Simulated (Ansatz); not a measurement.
# ClH₆NO₂Si₂: up Jacob's ladder to CCSD(T)

An exercise on one series of results from a longer session: the logs are not shown, and one member is left open.

The runs use Ansatz 0.2.0, Gaussian basis; functionals in def2-TZVPP, the program's frozen cores in correlated methods.

The runs, in order: PBE-D4, r2SCAN-D4, PBE0-D4, B3LYP-D4, ωB97X-V, ωB97M-V, B2PLYP; CCSD(T)/def2-TZVPP; MP2/def2-QZVPP; extrapolation to the limit.

### The relaxed structure

All runs share one geometry, relaxed beforehand with PBE0-D4 in a triple-zeta def2 set.

SMILES `O[SiH](O)N[SiH2]Cl`, 12 atoms, charge 0, spin multiplicity 1.

Atoms are counted from 1 here; the program's logs count them from 0.

Bond lengths: O1–Si2 1.629 Å, O1–H7 0.959 Å, Si2–O3 1.637 Å, Si2–N4 1.729 Å, Si2–H8 1.476 Å, O3–H9 0.961 Å, N4–Si5 1.707 Å, N4–H10 1.010 Å, Si5–Cl6 2.077 Å, Si5–H11 1.479 Å, Si5–H12 1.477 Å. Angles: Si2–O1–H7 118.1°, O1–Si2–O3 107.6°, O1–Si2–N4 114.6°, O1–Si2–H8 104.5°, O3–Si2–N4 106.3°, O3–Si2–H8 115.1°, N4–Si2–H8 109.1°, Si2–O3–H9 118.1°, Si2–N4–Si5 126.9°, Si2–N4–H10 116.6°, Si5–N4–H10 115.8°, N4–Si5–Cl6 111.5°, N4–Si5–H11 109.2°, N4–Si5–H12 112.0°, Cl6–Si5–H11 107.0°, Cl6–Si5–H12 104.6°, H11–Si5–H12 112.3°.

The first run:

The input, in.yaml:

```yaml
crystal:
  periodic: [false, false, false]
  atoms:
    - {symbol: O, position_ang: [1.585744, -1.260435, -1.535614]}
    - {symbol: Si, position_ang: [1.218542, -0.033349, -0.528549]}
    - {symbol: O, position_ang: [1.415272, -0.575518, 1.003899]}
    - {symbol: N, position_ang: [-0.414097, 0.525813, -0.639404]}
    - {symbol: Si, position_ang: [-1.659606, 0.282521, 0.502641]}
    - {symbol: Cl, position_ang: [-1.235507, 1.225922, 2.303406]}
    - {symbol: H, position_ang: [1.191824, -2.117820, -1.365726]}
    - {symbol: H, position_ang: [2.129824, 1.056851, -0.928464]}
    - {symbol: H, position_ang: [1.117527, -0.014462, 1.724723]}
    - {symbol: H, position_ang: [-0.619630, 1.179585, -1.381915]}
    - {symbol: H, position_ang: [-2.914060, 0.874384, -0.010636]}
    - {symbol: H, position_ang: [-1.815843, -1.143482, 0.855648]}
basis:
  gaussian: {orbitals: def2-TZVPP}
hamiltonian: {xc: pbe, dispersion: d4}
output: {forces: true, orbitals: {seedname: orbitals}}
```

Started as:

```console
ansatz run in.yaml --threads 2 --pin off --events-out ev --progress --plain --max-ram 22528MiB --backend cuda --devices 0, --max-vram 18GiB
```

Among the steps run: PBE-D4 (GGA); r2SCAN-D4 (meta-GGA); PBE0-D4 (hybrid); B3LYP-D4 (hybrid); ωB97X-V (range-separated); ωB97M-V (range-separated); B2PLYP (double hybrid); CCSD(T) in def2-TZVPP; MP2 in def2-QZVPP.

One table of the session follows, with a row left open; its other results are not shown here.

```
            method  atomisation energy (kJ/mol)
            PBE-D4                       4416.1
         r2SCAN-D4                       4387.5
           PBE0-D4                       4339.4
          B3LYP-D4                       4372.4
           ωB97X-V                       4415.3
           ωB97M-V                       4415.7
            B2PLYP                       4331.6
     HF/def2-TZVPP                       3129.7
    MP2/def2-TZVPP                       4364.9
   CCSD/def2-TZVPP                       4200.2
CCSD(T)/def2-TZVPP                            ?
           MP2/CBS                       4515.3
       CCSD(T)/CBS                       4416.7
```

Estimate the missing values for CCSD(T)/def2-TZVPP.

**Answer.** atomisation energy (kJ/mol): 4266.3. In the column «atomisation energy (kJ/mol)» it lies between CCSD/def2-TZVPP (4200.2) and B2PLYP (4331.6).
